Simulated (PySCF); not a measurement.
# F2H4P2Si (SiH3PHPF2): the cost of one run

The runs use PySCF 2.14.0, with density-fitted response routines of our own; the level of theory stands in each step. All values are computed, except where a source is named. Atoms are numbered from 0 throughout.

**1. Starting geometry**

9 atoms, charge 0, multiplicity 1; geometry from: GFN2-xTB. The atoms were then displaced at random by about 0.01 Å, so the start is not that level's minimum.

Bonds of the start (Å): F0–P1 1.62, P1–F2 1.63, P1–P3 2.15, P3–Si4 2.29, P3–H5 1.39, Si4–H6 1.45, Si4–H7 1.46, Si4–H8 1.44.

**2. Relaxing the molecule at PBE0-D3(BJ)/def2-SVP**

Job settings and geometry (Å):

```
{"job": {"xc": "PBE0", "basis": "def2-SVP", "d3": "d3bj", "grid": 1, "shake": 0.01, "kind": "geom"}, "charge": 0, "multiplicity": 1}
F      2.705370     1.385270     0.699700
P      1.755270     0.212640     0.106130
F      1.634530     0.872290    -1.378760
P     -0.145250     0.884980     0.853710
Si    -1.289240    -0.649190    -0.396680
H     -0.033840     0.066360     1.968470
H     -2.582740    -0.772020     0.257280
H     -0.591720    -1.935730    -0.429820
H     -1.394560    -0.081750    -1.713770
```

Started as:

```sh
> OMP_NUM_THREADS=1 python probes_run.py task.json out
```

This one command runs all jobs of the session in turn.

Q: Estimate the wall time and peak memory of this first job on 1 thread of Arm Neoverse N1, shared host.

About 77 s, with a peak of 0.42 GiB.
